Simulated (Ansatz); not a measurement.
**C2H3F3GaN: one species, many methods**

One table from this session's results is given with a row withheld; the runs are named, their logs left out.

Program: Ansatz 0.2.0, Gaussian basis. Level of theory: functionals in def2-TZVPP, the program's frozen cores in correlated methods. These are calculated values, not measurements.

The runs, in order: LDA (SPW92), PBE-D4, revPBE-D4, BLYP-D4, r2SCAN-D4, B97M-V, PBE0-D4, B3LYP-D4, r2SCANh-D4, r2SCAN0-D4, HSE06-D4, BHLYP-D4, CAM-B3LYP-D4, LC-ωPBE, ωB97X-V, ωB97M-V, B2PLYP, PBE-QIDH; CCSD(T)/def2-SVP; MP2/def2-TZVPP; MP2/def2-QZVPP; RPA on PBE.

### Structure used throughout

The geometry comes from an earlier relaxation with PBE0-D4 in a triple-zeta def2 set; it is a stationary point, not always the lowest conformer.

SMILES `CC#[N+][Ga-]([F])([F])[F]`, 10 atoms, charge 0, spin multiplicity 1.

Atoms are counted from 1 here; the program's logs count them from 0.

Bond lengths: C1–C2 1.440 Å, C1–H8 1.091 Å, C1–H9 1.091 Å, C1–H10 1.091 Å, C2–N3 1.141 Å, N3–Ga4 2.049 Å, Ga4–F5 1.751 Å, Ga4–F6 1.751 Å, Ga4–F7 1.751 Å. Angles: C2–C1–H8 109.5°, C2–C1–H9 109.5°, C2–C1–H10 109.5°, H8–C1–H9 109.5°, H8–C1–H10 109.5°, H9–C1–H10 109.5°, C1–C2–N3 180.0°, C2–N3–Ga4 179.7°, N3–Ga4–F5 100.4°, N3–Ga4–F6 100.3°, N3–Ga4–F7 100.4°, F5–Ga4–F6 116.9°, F5–Ga4–F7 116.9°, F6–Ga4–F7 116.9°.

Geometry (Å):

```
C    -0.0142   -1.1882    1.9015
C     0.0014   -0.4301    0.6770
N     0.0134    0.1712   -0.2931
Ga    0.0321    1.2585   -2.0294
F     1.7315    1.1667   -2.4397
F    -0.5570    2.7981   -1.4399
F    -1.0698    0.3114   -3.0056
H    -0.3671   -2.2005    1.6982
H     0.9944   -1.2309    2.3157
H    -0.6817   -0.7073    2.6183
```

The first run:

in.yaml

```yaml
crystal:
  periodic: [false, false, false]
  atoms:
    - {symbol: C, position_ang: [-0.014170, -1.188199, 1.901452]}
    - {symbol: C, position_ang: [0.001419, -0.430098, 0.677044]}
    - {symbol: N, position_ang: [0.013432, 0.171209, -0.293096]}
    - {symbol: Ga, position_ang: [0.032145, 1.258508, -2.029360]}
    - {symbol: F, position_ang: [1.731494, 1.166694, -2.439688]}
    - {symbol: F, position_ang: [-0.556961, 2.798119, -1.439933]}
    - {symbol: F, position_ang: [-1.069831, 0.311361, -3.005643]}
    - {symbol: H, position_ang: [-0.367110, -2.200525, 1.698207]}
    - {symbol: H, position_ang: [0.994406, -1.230948, 2.315740]}
    - {symbol: H, position_ang: [-0.681724, -0.707321, 2.618276]}
basis:
  gaussian: {orbitals: def2-TZVPP}
hamiltonian: {xc: lda}
output: {orbitals: {seedname: orbitals}}
```

On the command line:

```sh
$ ansatz run in.yaml --threads 4 --pin off --events-out ev --progress --plain --max-ram 11315MiB
```

Steps of the session up to this table: LDA; PBE-D4 (GGA); revPBE-D4 (GGA); BLYP-D4 (GGA); r2SCAN-D4 (meta-GGA); B97M-V (meta-GGA); PBE0-D4 (hybrid); B3LYP-D4 (hybrid); r2SCANh-D4 (hybrid); r2SCAN0-D4 (hybrid); HSE06-D4 (hybrid); BHLYP-D4 (hybrid); CAM-B3LYP-D4 (range-separated); LC-ωPBE (range-separated); ωB97X-V (range-separated); ωB97M-V (range-separated); B2PLYP (double hybrid); PBE-QIDH (double hybrid).

One table of the session follows, with a row left open; its other results are not shown here.

It belongs to the step «Orbital energies across the functionals». 

```
  functional  HOMO (eV)  gap (eV)
 LDA (SPW92)      -8.24      5.63
      PBE-D4      -7.97      5.60
   revPBE-D4      -7.87      5.60
     BLYP-D4      -7.91      5.66
   r2SCAN-D4      -8.45      6.32
      B97M-V          ?         ?
     PBE0-D4     -10.05      8.75
    B3LYP-D4      -9.74      8.17
  r2SCANh-D4      -9.23      7.49
  r2SCAN0-D4     -10.41      9.26
    HSE06-D4      -9.63      7.95
    BHLYP-D4     -12.12     11.99
CAM-B3LYP-D4     -11.64     11.54
     LC-ωPBE     -12.94     14.08
     ωB97X-V     -12.62     13.68
     ωB97M-V     -12.60     13.56
```

Q: Estimate the row for B97M-V from the others.

**Answer.** HOMO (eV): -8.56; gap (eV): 6.57. In the column «HOMO (eV)» it lies between r2SCANh-D4 (-9.23) and r2SCAN-D4 (-8.45).
